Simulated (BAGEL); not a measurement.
**UHF/3-21G (density fitting with qzvpp-jkfit) run of AlSiH4SO (SMILES [SiH3][O][Al][SH])**

What is the energy change on altering one bond length of AlSiH4SO at UHF/3-21G (density fitting with qzvpp-jkfit)? 

Program for the calculation: BAGEL 1.2.2.

1 further run of the same task is left out (set aside as unsound or not needed).

### 1 The molecule

AlSiH4SO: 8 atoms, total charge 0, spin state doublet. SMILES: `[SiH3][O][Al][SH]`. Geometry: relaxed at PBE0-D4/def2-TZVP. This is one conformer, not always the lowest.

Bond lengths: Si1–O2 1.627 Å, O2–Al3 1.685 Å, Al3–S4 2.204 Å, Si1–H5 1.487 Å, Si1–H6 1.487 Å, Si1–H7 1.487 Å, S4–H8 1.347 Å. Angles: Si1–O2–Al3 171.2°, O2–Al3–S4 117.4°, O2–Si1–H5 109.8°, O2–Si1–H6 110.3°, O2–Si1–H7 110.1°, Al3–S4–H8 91.1°, H5–Si1–H6 108.8°, H5–Si1–H7 108.9°, H6–Si1–H7 108.9°.

### 2 The energy at UHF/3-21G (density fitting with qzvpp-jkfit)

job.json reads:

```json
{ "bagel": [

{
  "title": "molecule",
  "basis": "3-21g",
  "df_basis": "qzvpp-jkfit",
  "angstrom": true,
  "geometry": [
    { "atom": "Si", "xyz": [      -0.153900,       1.473700,      -0.237300 ] },
    { "atom": "O", "xyz": [       0.275800,       0.039900,       0.401500 ] },
    { "atom": "Al", "xyz": [       0.821700,      -1.305500,       1.256700 ] },
    { "atom": "S", "xyz": [       0.335700,      -3.294000,       0.439800 ] },
    { "atom": "H", "xyz": [      -1.124000,       1.261000,      -1.343900 ] },
    { "atom": "H", "xyz": [      -0.788200,       2.330800,       0.799100 ] },
    { "atom": "H", "xyz": [       1.042900,       2.173300,      -0.774500 ] },
    { "atom": "H", "xyz": [      -0.317600,      -2.736300,      -0.597200 ] }
  ]
},

{ "title": "uhf", "nopen": 1 },

{ "title": "print", "file": "orbitals.molden", "orbitals": true }

]}
```

The run is started by

```console
$ BAGEL_NUM_THREADS=1 BAGEL job.json > job.out
```

Standard output:

```text
* using 1 threads per process

  ===============================================================
  ===============================================================

  *** Geometry ***

  { "atom" : "Si", "xyz" : [     -0.290829,      2.784889,     -0.448432 ] },
  { "atom" : "O", "xyz" : [      0.521186,      0.075400,      0.758725 ] },
  { "atom" : "Al", "xyz" : [      1.552788,     -2.467037,      2.374819 ] },
  { "atom" : "S", "xyz" : [      0.634381,     -6.224758,      0.831102 ] },
  { "atom" : "H", "xyz" : [     -2.124052,      2.382945,     -2.539603 ] },
  { "atom" : "H", "xyz" : [     -1.489482,      4.404574,      1.510080 ] },
  { "atom" : "H", "xyz" : [      1.970795,      4.106942,     -1.463593 ] },
  { "atom" : "H", "xyz" : [     -0.600177,     -5.170858,     -1.128544 ] },

  Number of auxiliary basis functions:      533

  Since a DF basis is specified, we compute 2- and 3-index integrals:
    o Being stored without compression. Storage requirement is 0.013 GB

  Number of basis functions:       56
  Number of electrons      :       55

    * METHOD: MOLECULE                             0.23

  *** Open-shell HF ***

  === Nuclear Repulsion ===
   235.6961669226

      * DIIS with orbital gradients will be used.

  === UHF iteration (3-21g) ===
      0      -1000.25820804          0.04819186           0.11
      1      -1000.36038108          0.03696374           0.11
      2      -1000.40144841          0.02568596           0.11
      3      -1000.43620821          0.00116287           0.11
      4      -1000.43705269          0.00045988           0.11
      5      -1000.43723006          0.00019258           0.11
      6      -1000.43727764          0.00006179           0.11
      7      -1000.43728684          0.00001980           0.11
      8      -1000.43728834          0.00000898           0.11
      9      -1000.43728863          0.00000395           0.11
     10      -1000.43728870          0.00000111           0.11
     11      -1000.43728871          0.00000046           0.11
     12      -1000.43728871          0.00000022           0.11
     13      -1000.43728871          0.00000012           0.12
     14      -1000.43728871          0.00000005           0.11
     15      -1000.43728871          0.00000003           0.11
     16      -1000.43728871          0.00000002           0.11
     17      -1000.43728871          0.00000001           0.11
    * SCF iteration converged.

    * S^2 (UHF) is 0.7537

    * Permanent dipole moment:
           (   -0.117065,    -1.020908,    -0.212620) a.u.

    * METHOD: UHF                                  2.15

    * METHOD: PRINT                                0.01

  ===============================================================
```

It took 2.5 s on 1 thread of Arm Neoverse V1, shared host; peak memory 0.098 GiB.

### 3 The distorted shape

job.json reads:

```json
{ "bagel" : [

{
  "title" : "molecule",
  "basis" : "3-21g",
  "df_basis" : "qzvpp-jkfit",
  "angstrom" : true,
  "geometry" : [
    { "atom" : "Si", "xyz" : [       0.137142,       1.537513,       0.094693 ] },
    { "atom" : "O", "xyz" : [       0.566842,       0.103713,       0.733493 ] },
    { "atom" : "Al", "xyz" : [       1.112742,      -1.241687,       1.588693 ] },
    { "atom" : "S", "xyz" : [       0.626742,      -3.230187,       0.771793 ] },
    { "atom" : "H", "xyz" : [      -1.124000,       1.261000,      -1.343900 ] },
    { "atom" : "H", "xyz" : [      -0.497158,       2.394613,       1.131093 ] },
    { "atom" : "H", "xyz" : [       1.333942,       2.237113,      -0.442507 ] },
    { "atom" : "H", "xyz" : [      -0.026558,      -2.672487,      -0.265207 ] }
  ]
},

{
  "title" : "uhf",
  "nopen" : 1
},

{
  "title" : "print",
  "file" : "orbitals.molden",
  "orbitals" : true
}

]}
```

The run is started by

```console
$ BAGEL_NUM_THREADS=1 BAGEL job.json > job.out
```

Standard output:

```text
* using 1 threads per process

  ===============================================================
  ===============================================================

  *** Geometry ***

  { "atom" : "Si", "xyz" : [      0.259161,      2.905478,      0.178944 ] },
  { "atom" : "O", "xyz" : [      1.071176,      0.195989,      1.386101 ] },
  { "atom" : "Al", "xyz" : [      2.102778,     -2.346448,      3.002195 ] },
  { "atom" : "S", "xyz" : [      1.184371,     -6.104169,      1.458477 ] },
  { "atom" : "H", "xyz" : [     -2.124052,      2.382945,     -2.539603 ] },
  { "atom" : "H", "xyz" : [     -0.939492,      4.525163,      2.137456 ] },
  { "atom" : "H", "xyz" : [      2.520785,      4.227531,     -0.836217 ] },
  { "atom" : "H", "xyz" : [     -0.050187,     -5.050269,     -0.501169 ] },

  Number of auxiliary basis functions:      533

  Since a DF basis is specified, we compute 2- and 3-index integrals:
    o Being stored without compression. Storage requirement is 0.013 GB

  Number of basis functions:       56
  Number of electrons      :       55

    * METHOD: MOLECULE                             0.23

  *** Open-shell HF ***

  === Nuclear Repulsion ===
   234.1066261804

      * DIIS with orbital gradients will be used.

  === UHF iteration (3-21g) ===
      0      -1000.22346221          0.04792411           0.11
      1      -1000.32389372          0.03677369           0.11
      2      -1000.36401651          0.02567749           0.11
      3      -1000.39865412          0.00116407           0.11
      4      -1000.39949063          0.00046312           0.11
      5      -1000.39966606          0.00019394           0.11
      6      -1000.39971407          0.00006274           0.11
      7      -1000.39972365          0.00002007           0.11
      8      -1000.39972517          0.00000925           0.11
      9      -1000.39972547          0.00000432           0.11
     10      -1000.39972556          0.00000113           0.11
     11      -1000.39972558          0.00000049           0.11
     12      -1000.39972558          0.00000026           0.11
     13      -1000.39972559          0.00000017           0.11
     14      -1000.39972560          0.00000011           0.11
     15      -1000.39972560          0.00000007           0.10
     16      -1000.39972560          0.00000006           0.11
     17      -1000.39972560          0.00000003           0.11
     18      -1000.39972560          0.00000001           0.11
     19      -1000.39972560          0.00000001           0.11
    * SCF iteration converged.

    * S^2 (UHF) is 0.7537

    * Permanent dipole moment:
           (   -0.344173,    -1.005901,    -0.476990) a.u.

    * METHOD: UHF                                  2.31

    * METHOD: PRINT                                0.01

  ===============================================================
```

Run time: 2.7 s. Hardware: 1 thread of Arm Neoverse V1, shared host; peak memory 0.098 GiB.

### 4 Results

At UHF/3-21G (density fitting with qzvpp-jkfit):

| quantity | value |
| --- | --- |
| first shape: total energy | -1000.43729 Eh |
| first shape: dipole moment | 2.67 D |
| first shape: ⟨S²⟩ | 0.754 |
| distorted shape: total energy | -1000.39973 Eh |
| distorted shape: dipole moment | 2.96 D |
| distorted shape: ⟨S²⟩ | 0.754 |
| energy change with the Si1–H5 bond stretched from 1.487 to 1.933 Å | 1.022 eV |

**Reading.** With the Si1–H5 bond stretched from 1.487 to 1.933 Å the energy rises by 1.02 eV (99 kJ/mol). The first shape isn't relaxed at this level, so the change isn't measured from a minimum.
